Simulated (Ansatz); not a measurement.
## Sn3Te under changes of volume

One of the cells (29.205 Å³/atom); the others are scaled copies at fixed shape and fractional positions:

```
Te Sn
1.0
    -2.30090    2.30090    5.51649
     2.30090   -2.30090    5.51649
     2.30090    2.30090   -5.51649
Te Sn
1 3
Direct
  0.00000 0.00000 0.00000
  0.50000 0.50000 0.00000
  0.25000 0.75000 0.50000
  0.75000 0.25000 0.50000
```

The cell comes from a database or a generator and needn't be the stable form of this composition.

* Program: Ansatz 0.2.0
* Functional: PBEsol
* Potentials or basis: Ansatz PAW
* Cutoff: 420 eV (not typed: the program's choice for these potentials)
* k mesh: 8 × 8 × 8
* Occupations: fermi-dirac, width 0.05 eV
* Spin: no spin polarisation

| volume (Å³/atom) | energy over the lowest point (meV/atom) | pressure (GPa) |
| --- | --- | --- |
| 27.453 | 0.00 | -0.2 |
| 28.037 | 2.93 | -1.3 |
| 28.621 | 9.47 | -2.2 |
| 29.205 | 19.21 | -3.0 |
| 29.789 | 31.77 | -3.8 |
| 30.373 | ? | ? |
| 30.958 | 64.06 | -5.0 |

Q: What does the run at 30.373 Å³/atom give?

A: Energy over the lowest point 46.82 meV/atom; pressure -4.4 GPa.

Worked out: A Birch-Murnaghan fit of order 3 (a polynomial in V^(-2/3)) to the other rows has its minimum at 27.32 Å³/atom, just outside them, with B0 = V·E''(V) = 54 GPa and B' = 4.9 at fixed shape and positions, which overstates the stiffness. It gives 46.81 meV/atom at 30.373 Å³/atom, against the run's 46.82, and -dE/dV = -4.4 GPa, against -4.4.

Energies are extrapolated to zero smearing.

Caveats: the PAW data sets come from PBE, with cores solved anew for the run's functional, which leaves a small shift of forces and pressure.
